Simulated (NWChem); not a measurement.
# C2H5FSi (SMILES F/C=C/[SiH3]) at BP86-D3(BJ)/def2-SVP

Aim: a geometry optimisation of C2H5FSi. 

The results are computed with NWChem 7.3.0.

### 1 The structure to begin with

C2H5FSi: 9 atoms, total charge 0, spin state singlet. SMILES: `F/C=C/[SiH3]`. The shape is that of a PBE0-D4/def2-TZVP optimisation. The run starts from this shape.

Bond lengths: F1–C2 1.336 Å, C2–C3 1.322 Å, C3–Si4 1.852 Å, C2–H5 1.086 Å, C3–H6 1.087 Å, Si4–H7 1.487 Å, Si4–H8 1.487 Å, Si4–H9 1.487 Å. Some angles: F1–C2–C3 122.8°, C2–C3–Si4 121.1°, F1–C2–H5 111.4°, C3–C2–H5 125.9°, C2–C3–H6 117.6°, Si4–C3–H6 121.3°, C3–Si4–H7 110.8°, C3–Si4–H8 110.8°, C3–Si4–H9 108.6°, H7–Si4–H8 107.9°.

### 2 A structure relaxation at BP86-D3(BJ)/def2-SVP

c2h5fsi.nw reads:

```
start c2h5fsi
memory 2200 mb
geometry
   F     -1.259900     2.360900     0.506400
   C     -0.578300     1.355000    -0.048000
   C     -0.336700     0.219900     0.584900
   Si     0.614100    -1.145000    -0.228900
   H     -0.264200     1.599600    -1.058100
   H     -0.716100     0.118100     1.598600
   H      1.843700    -1.465600     0.542800
   H     -0.206700    -2.381600    -0.316300
   H      0.992500    -0.707600    -1.598500
end
basis spherical bse
   * library def2-SVP
end
dft
   xc becke88 perdew86
   mult 1
   disp vdw 4
   grid fine
   convergence energy 1e-07
   iterations 100
   mulliken
   print low
end
driver
   maxiter 60
end
freq
   temp 2 298.15 500
end
task dft optimize
task dft frequencies
```

Launch:

```sh
$ nwchem c2h5fsi.nw > c2h5fsi.out
```

Log:

```text
Northwest Computational Chemistry Package (NWChem) 7.3.0
             --------------------------------------------------------

           Job information
           ---------------

    nwchem branch   = 7.3.0
    use scalapack   = T
    input           = c2h5fsi.nw
    prefix          = c2h5fsi.
    data base       = ./c2h5fsi.db
    status          = startup
    nproc           =        1

           Memory information
           ------------------

    heap     =     72089598 doubles =      550.0 Mbytes
    stack    =     72089595 doubles =      550.0 Mbytes
    global   =    144179200 doubles =     1100.0 Mbytes (distinct from heap & stack)
    total    =    288358393 doubles =     2200.0 Mbytes
    verify   = yes
    hardfail = no

           Directory information
           ---------------------

  0 permanent = .
  0 scratch   = .

                                NWChem Input Module
                                -------------------

 Scaling coordinates for geometry "geometry" by  1.889725989
 (inverse scale =  0.529177249)

 CS  symmetry detected

          ------
          auto-z
          ------
  no constraints, skipping    0.0000000000000000
  no constraints, skipping    0.0000000000000000

                             Geometry "geometry" -> ""
                             -------------------------

 Output coordinates in angstroms (scale by  1.889725989 to convert to a.u.)

  No.       Tag          Charge          X              Y              Z
 ---- ---------------- ---------- -------------- -------------- --------------
    1 F                    9.0000    -0.03531611     2.37355151     0.00000000
    2 C                    6.0000     0.34422009     1.09303404     0.00000000
    3 C                    6.0000    -0.51814561     0.09118056     0.00000000
[... 5 lines of this table left out ...]
    9 H                    1.0000     1.54666715    -1.67822968     0.00000000

      Atomic Mass
      -----------

      F                 18.998400
      C                 12.000000
      Si                27.976930
      H                  1.007825

 Effective nuclear repulsion energy (a.u.)     148.9502705564

            Nuclear Dipole moment (a.u.)
            ----------------------------
        X                 Y               Z
 ---------------- ---------------- ----------------
     0.0000000000    -0.0000000000     0.0000000000

      Symmetry information
      --------------------

 Group name             Cs
 Group number              2
 Group order               2
 No. of unique centers     8

      Symmetry unique atoms

     1    2    3    4    5    6    7    9

                                Z-matrix (autoz)
                                --------

 Units are Angstrom for bonds and degrees for angles

      Type          Name      I     J     K     L     M      Value
      ----------- --------  ----- ----- ----- ----- ----- ----------
    1 Stretch                  1     2                       1.33558
    2 Stretch                  2     3                       1.32189
    3 Stretch                  2     5                       1.08572
    4 Stretch                  3     4                       1.85182
    5 Stretch                  3     6                       1.08715
    6 Stretch                  4     7                       1.48673
    7 Stretch                  4     8                       1.48673
    8 Stretch                  4     9                       1.48671
    9 Bend                     1     2     3               122.76966
   10 Bend                     1     2     5               111.35550
   11 Bend                     2     3     4               121.08732
   12 Bend                     2     3     6               117.58484
   13 Bend                     3     2     5               125.87484
   14 Bend                     3     4     7               110.82104
   15 Bend                     3     4     8               110.82104
   16 Bend                     3     4     9               108.58291
   17 Bend                     4     3     6               121.32784
   18 Bend                     7     4     8               107.92382
   19 Bend                     7     4     9               109.33497
   20 Bend                     8     4     9               109.33497
   21 Torsion                  1     2     3     4         180.00000
   22 Torsion                  1     2     3     6           0.00000
   23 Torsion                  2     3     4     7         120.10328
   24 Torsion                  2     3     4     8        -120.10328
   25 Torsion                  2     3     4     9           0.00000
   26 Torsion                  4     3     2     5           0.00000
   27 Torsion                  5     2     3     6         180.00000
   28 Torsion                  6     3     4     7         -59.89672
   29 Torsion                  6     3     4     8          59.89672
   30 Torsion                  6     3     4     9         180.00000

            XYZ format geometry
            -------------------
     9
 geometry
 F                    -0.03531611     2.37355151     0.00000000
 C                     0.34422009     1.09303404     0.00000000
 C                    -0.51814561     0.09118056     0.00000000
[... 5 lines of this table left out ...]
 H                     1.54666715    -1.67822968     0.00000000

[... 109 lines left out ...]
            Nuclear Dipole moment (a.u.)
[... 69 lines left out ...]
           Coulomb energy =      368.140153528264
[... 54 lines left out ...]
@    0    -468.32511500  0.0D+00  0.02819  0.00689  0.00000  0.00000     11.3
[... 56 lines left out ...]
           Coulomb energy =      366.303474123204
[... 42 lines left out ...]
 new step= 1.00                   predicted energy=   -468.326612
[... 74 lines left out ...]
@    1    -468.32661228 -1.5D-03  0.00544  0.00169  0.02758  0.07420     20.6
[... 53 lines left out ...]
           Coulomb energy =      366.317822618101
[... 42 lines left out ...]
 new step= 1.45                   predicted energy=   -468.326752
[... 86 lines left out ...]
      One electron energy =     -937.810557681214
[... 55 lines left out ...]
@    2    -468.32675246 -1.4D-04  0.00142  0.00042  0.00879  0.01836     32.6
[... 50 lines left out ...]
           Coulomb energy =      366.214733567208
[... 42 lines left out ...]
 new step= 1.17                   predicted energy=   -468.326762
[... 81 lines left out ...]
      One electron energy =     -937.550893819897
[... 55 lines left out ...]
@    3    -468.32676202 -9.6D-06  0.00012  0.00004  0.00271  0.00749     41.7
[... 50 lines left out ...]
           Coulomb energy =      366.188183975519
[... 42 lines left out ...]
 new step= 1.00                   predicted energy=   -468.326762
[... 69 lines left out ...]
@    4    -468.32676233 -3.1D-07  0.00006  0.00002  0.00055  0.00144     46.8
[... 77 lines left out ...]
                Final and change from initial internal coordinates
[... 95 lines left out ...]
           Coulomb energy =      366.187645765474
[... 66 lines left out ...]
       Convergence  1.0D-04
[... 15 lines left out ...]
 d_dipole_x/<atom=   1,x> =    -0.2106     [   -1.0113]
[... 3 lines left out ...]
 d_dipole_x/<atom=   2,y> =     0.0708     [    0.3401]
[... 3 lines left out ...]
 d_dipole_x/<atom=   3,z> =     0.0000     [    0.0000]
[... 3 lines left out ...]
 d_dipole_x/<atom=   5,x> =    -0.0563     [   -0.2706]
[... 3 lines left out ...]
 d_dipole_x/<atom=   6,y> =     0.0904     [    0.4344]
[... 3 lines left out ...]
 d_dipole_x/<atom=   7,z> =     0.0256     [    0.1230]
[... 3 lines left out ...]
 d_dipole_x/<atom=   9,x> =    -0.2698     [   -1.2959]
[... 4 lines left out ...]
 d_dipole_y/<atom=   1,x> =     0.3044     [    1.4623]
[... 3 lines left out ...]
 d_dipole_y/<atom=   2,y> =     1.5228     [    7.3143]
[... 3 lines left out ...]
 d_dipole_y/<atom=   3,z> =     0.0000     [    0.0000]
[... 3 lines left out ...]
 d_dipole_y/<atom=   5,x> =     0.0185     [    0.0889]
[... 3 lines left out ...]
 d_dipole_y/<atom=   6,y> =     0.0057     [    0.0272]
[... 3 lines left out ...]
 d_dipole_y/<atom=   7,z> =     0.0443     [    0.2128]
[... 3 lines left out ...]
 d_dipole_y/<atom=   9,x> =     0.0503     [    0.2416]
[... 4 lines left out ...]
 d_dipole_z/<atom=   1,x> =    -0.0000     [   -0.0000]
[... 3 lines left out ...]
 d_dipole_z/<atom=   2,y> =    -0.0000     [   -0.0000]
[... 3 lines left out ...]
 d_dipole_z/<atom=   3,z> =    -0.4446     [   -2.1357]
[... 3 lines left out ...]
 d_dipole_z/<atom=   5,x> =    -0.0000     [   -0.0000]
[... 3 lines left out ...]
 d_dipole_z/<atom=   6,y> =     0.0000     [    0.0000]
[... 3 lines left out ...]
 d_dipole_z/<atom=   7,z> =    -0.2503     [   -1.2021]
[... 3 lines left out ...]
 d_dipole_z/<atom=   9,x> =    -0.0000     [   -0.0000]
[... 191 lines left out ...]
 Normal Eigenvalue ||         Derivative Dipole Moments (debye/angs)
[... 26 lines left out ...]
          --------------------------------------------------------
          MASS-WEIGHTED PROJECTED HESSIAN (Hartree/Bohr/Bohr/Kamu)
          --------------------------------------------------------

               1            2            3            4            5            6            7            8            9           10
   ----- ----- ----- ----- -----
    1    4.68092D+00
    2   -4.86066D+00  1.97276D+01
    3    2.53161D-08  1.22339D-08  1.07371D+00
    4   -6.97627D+00  5.20458D+00 -5.97690D-08  6.09833D+01
[... 22 lines of this table left out ...]
   27   -8.34378D-08 -2.77541D-07 -7.60519D-02 -2.40158D-07 -3.68496D-07 -1.54204D-02  4.45181D-08 -3.36253D-07  4.43300D-01 -3.32475D-09

              11           12           13           14           15           16           17           18           19           20
   ----- ----- ----- ----- -----
   11    1.05677D+01
   12   -3.41820D-07  1.01173D+01
   13    6.44251D-02  2.41663D-07  3.31830D+02
   14    2.17987D-02 -2.89620D-07 -2.10062D+01  6.19924D+01
[... 12 lines of this table left out ...]
   27   -3.18593D-07 -4.43480D+00 -2.69802D-07 -1.50707D-06 -9.97479D-02 -4.51123D-07 -1.06911D-06  8.87666D-01  9.87629D+00  9.05129D-02

              21           22           23           24           25           26           27
   ----- ----- ----- ----- -----
   21    1.18310D+02
   22    3.52027D+00  3.53656D+01
   23    4.36816D+00  2.46090D+01  5.54476D+01
   24   -8.37229D+00  4.13317D+01  5.86870D+01  1.18310D+02
   25    3.01883D-01 -3.18865D+00 -2.05950D-01 -3.01883D-01  1.71469D+02
   26    1.24054D-01 -5.66939D+00  1.73701D+00 -1.24052D-01 -2.56873D+00  2.05501D+01
   27    1.43584D+00 -9.87629D+00 -9.05037D-02  1.43585D+00 -1.29917D-07 -1.34056D-06  1.85600D+01

 center of mass
 --------------
 x =  -0.01704368 y =   0.19973279 z =   0.00000000

 moments of inertia (a.u.)
 ------------------
         797.408470244705           0.236330336193           0.000000000000
           0.236330336193          54.596307799770           0.000000000000
           0.000000000000           0.000000000000         830.752296749135

 Rotational Constants
 --------------------
 A=   1.102643 cm-1  (  1.586422 K)
 B=   0.075495 cm-1  (  0.108618 K)
 C=   0.072465 cm-1  (  0.104258 K)

 Temperature                      =   298.15K
 frequency scaling parameter      =   1.0000

 Zero-Point correction to Energy  =   36.223 kcal/mol  (  0.057726 au)
 Thermal correction to Energy     =   39.751 kcal/mol  (  0.063347 au)
 Thermal correction to Enthalpy   =   40.343 kcal/mol  (  0.064291 au)

 Total Entropy                    =   73.875 cal/mol-K
   - Translational                =   38.883 cal/mol-K (mol. weight =  76.0145)
   - Rotational                   =   25.084 cal/mol-K (symmetry #  =        1)
   - Vibrational                  =    9.908 cal/mol-K

 Cv (constant volume heat capacity) =   18.864 cal/mol-K
   - Translational                  =    2.979 cal/mol-K
   - Rotational                     =    2.979 cal/mol-K
   - Vibrational                    =   12.905 cal/mol-K

 Temperature                      =   500.00K
 frequency scaling parameter      =   1.0000

 Zero-Point correction to Energy  =   36.223 kcal/mol  (  0.057726 au)
 Thermal correction to Energy     =   44.447 kcal/mol  (  0.070831 au)
 Thermal correction to Enthalpy   =   45.441 kcal/mol  (  0.072414 au)

 Total Entropy                    =   86.747 cal/mol-K
   - Translational                =   41.450 cal/mol-K (mol. weight =  76.0145)
   - Rotational                   =   26.624 cal/mol-K (symmetry #  =        1)
   - Vibrational                  =   18.672 cal/mol-K

 Cv (constant volume heat capacity) =   27.126 cal/mol-K
   - Translational                  =    2.979 cal/mol-K
   - Rotational                     =    2.979 cal/mol-K
   - Vibrational                    =   21.167 cal/mol-K

          -------------------------------------------------
          NORMAL MODE EIGENVECTORS IN CARTESIAN COORDINATES
          -------------------------------------------------
             (Projected Frequencies expressed in cm-1)

                    1           2           3           4           5           6

 P.Frequency       -0.00       -0.00        0.00        0.00        0.00        0.00

           1     0.00222     0.00649     0.00149    -0.04325     0.00468     0.18455
[... 25 lines of this table left out ...]
          27    -0.10986    -0.28570     0.30888    -0.00084     0.00695     0.00851

                    7           8           9          10          11          12

 P.Frequency      136.90      196.85      202.49      422.32      605.93      633.38

           1    -0.00000    -0.08908    -0.00000     0.06420    -0.02129    -0.00000
[... 25 lines of this table left out ...]
          27     0.37066    -0.00000     0.23955     0.00000     0.00000     0.18852

                   13          14          15          16          17          18

 P.Frequency      804.62      807.97      900.37      901.83      927.84      933.32

           1    -0.02184    -0.00000     0.00429     0.00000     0.00026     0.00000
[... 25 lines of this table left out ...]
          27     0.00000    -0.12260     0.00001    -0.70748     0.00000    -0.23863

                   19          20          21          22          23          24

 P.Frequency     1111.03     1161.26     1302.09     1645.70     2156.63     2156.93

           1    -0.03238    -0.04480     0.02398    -0.00054     0.00000     0.00001
[... 25 lines of this table left out ...]
          27    -0.00000     0.00000    -0.00000     0.00000    -0.01437     0.00000

                   25          26          27

 P.Frequency     2166.32     3086.47     3090.45

           1    -0.00017    -0.00010     0.00012
[... 25 lines of this table left out ...]
          27     0.00000     0.00000    -0.00000

 ----------------------------------------------------------------------------
 Normal Eigenvalue ||    Projected Derivative Dipole Moments (debye/angs)
  Mode   [cm**-1]  ||      [d/dqX]             [d/dqY]           [d/dqZ]
 ------ ---------- || ------------------ ------------------ -----------------
    1       -0.000 ||       0.000               0.000             0.010
    2       -0.000 ||      -0.000              -0.000            -0.069
    3        0.000 ||      -0.000              -0.000             0.046
[... 23 lines of this table left out ...]
   27     3090.450 ||      -0.448               0.038            -0.000
 ----------------------------------------------------------------------------

 ----------------------------------------------------------------------------
 Normal Eigenvalue ||           Projected Infra Red Intensities
  Mode   [cm**-1]  || [atomic units] [(debye/angs)**2] [(KM/mol)] [arbitrary]
 ------ ---------- || -------------- ----------------- ---------- -----------
    1       -0.000 ||    0.000005           0.000         0.005       0.001
    2       -0.000 ||    0.000207           0.005         0.202       0.049
    3        0.000 ||    0.000091           0.002         0.089       0.022
[... 23 lines of this table left out ...]
   27     3090.450 ||    0.008757           0.202         8.536       2.066
 ----------------------------------------------------------------------------

 vib:animation  F

 Task  times  cpu:      145.7s     wall:      145.7s
 Total times  cpu:      192.5s     wall:      192.5s
```

It took 3.2 min on 1 thread of Intel Xeon at 2.60GHz (Ice Lake), shared host; peak memory 0.19 GiB.

Step by step:

| step | energy from the first frame kept (eV) |
| --- | --- |
| 0 | 0.0000 |
| 1 | -0.0407 |
| 2 | -0.0446 |
| 3 | -0.0448 |
| 4 | -0.0448 |

After the run. Bond lengths: F1–C2 1.345 Å, C2–C3 1.344 Å, C3–Si4 1.871 Å, C2–H5 1.105 Å, C3–H6 1.105 Å, Si4–H7 1.505 Å, Si4–H8 1.505 Å, Si4–H9 1.504 Å. Some angles: F1–C2–C3 123.1°, C2–C3–Si4 122.1°, F1–C2–H5 111.5°, C3–C2–H5 125.3°, C2–C3–H6 117.0°, Si4–C3–H6 120.9°, C3–Si4–H7 111.1°, C3–Si4–H8 111.1°, C3–Si4–H9 108.8°, H7–Si4–H8 107.7°.

### 3 What came out

At BP86-D3(BJ)/def2-SVP:

```
                                                 quantity             value
                                  total energy at the end     -468.32677 Eh
                                        dispersion energy     -25.13 kJ/mol
                               lowest harmonic wavenumber          137 cm⁻¹
                              highest harmonic wavenumber         3090 cm⁻¹
                                        zero-point energy      151.6 kJ/mol
ideal-gas entropy at 298.15 K (symmetry number 1 as used)  73.9 cal/(mol K)
```

What this shows: At the final geometry: Bond lengths: F1–C2 1.345 Å, C2–C3 1.344 Å, C3–Si4 1.871 Å, C2–H5 1.105 Å, C3–H6 1.105 Å, Si4–H7 1.505 Å, Si4–H8 1.505 Å, Si4–H9 1.504 Å. Some angles: F1–C2–C3 123.1°, C2–C3–Si4 122.1°, F1–C2–H5 111.5°, C3–C2–H5 125.3°, C2–C3–H6 117.0°, Si4–C3–H6 120.9°, C3–Si4–H7 111.1°, C3–Si4–H8 111.1°, C3–Si4–H9 108.8°, H7–Si4–H8 107.7°. All 21 modes are real, so the shape is a minimum at this level. The optimisation took 5 steps and changed the energy by -0.045 eV.
